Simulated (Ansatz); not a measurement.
What does this script print? It uses the Ansatz DFT code, driven from Python.

Script `torsion_ch3note.py`:
```python
import ansatz as az
from ase import Atoms

BASIS = "def2-SVP"
FUNCTIONAL = "pbe0"
FORCE_TOL = 0.02
LEVEL = "mp2"


def main() -> None:
    atoms = Atoms(["N", "C", "O", "Te", "H", "H", "H"], positions=[
        [0.6126, -1.1707, -0.39],
        [-0.02, -0.177, 0.2526],
        [0.4964, 0.2896, 1.4325],
        [-1.7296, 0.7059, -0.4824],
        [0.1677, -1.4889, -1.3162],
        [1.3831, -0.0937, 1.8181],
        [-0.8489, 1.8667, -1.3604],
    ])

    first = (
        az.Crystal.molecule_from_ase(atoms).calculation()
        .basis(gaussian=BASIS)
        .functional(FUNCTIONAL)
        .relax(force_tolerance=FORCE_TOL, max_steps=80)
    )
    atoms.positions = first.run().report["positions_ang"]

    start = atoms.get_dihedral(0, 1, 2, 5)
    energies = {}
    for turn in range(0, 360, 30):
        turned = atoms.copy()
        turned.set_dihedral(0, 1, 2, 5, start + turn, indices=[2, 5])
        base = (
            az.Crystal.molecule_from_ase(turned).calculation()
            .basis(gaussian=BASIS)
            .correlation(LEVEL)
        )
        energies[round((start + turn) % 360)] = base.run().report["free_energy_ev"]
    floor = min(energies.values())
    print("dihedral N0-C1-O2-H5 (deg)   E - E(min) (eV)")
    for angle, e in sorted(energies.items()):
        print(f"{angle:8d} {(e - floor):14.3f}  " + "#" * int(30 * (e - floor) / max(max(energies.values()) - floor, 1e-9)))


if __name__ == "__main__":
    main()
```

Running `python torsion_ch3note.py` prints:
```text
dihedral N0-C1-O2-H5 (deg)   E - E(min) (eV)
       0          0.000
      30          0.116  #######
      60          0.343  #####################
      90          0.469  ##############################
     120          0.442  ############################
     150          0.392  #########################
     180          0.381  ########################
     210          0.380  ########################
     240          0.430  ###########################
     270          0.463  #############################
     300          0.342  #####################
     330          0.116  #######
```

The lowest point is at 0° and the highest at 90°, 0.469 eV (45.3 kJ/mol) above it, with the rest of the molecule held.

Notes:
- The scan is rigid and the energies are electronic, in a modest basis. With rigid groups the curve can differ much from the relaxed path, the start wasn't checked as a minimum of this torsion, and equivalent turns needn't return to the same energy.
- def2 sets replace the cores of elements past krypton by effective core potentials.
- The start is relaxed with a density functional and scanned with the wavefunction method, so it isn't exactly that method's minimum.
- Wall time of the script: 80 s on 1 thread of Arm Neoverse V1 (shared host), peak memory 0.25 GiB.

(Lines on the test bed's own set-up are left out of the output.)
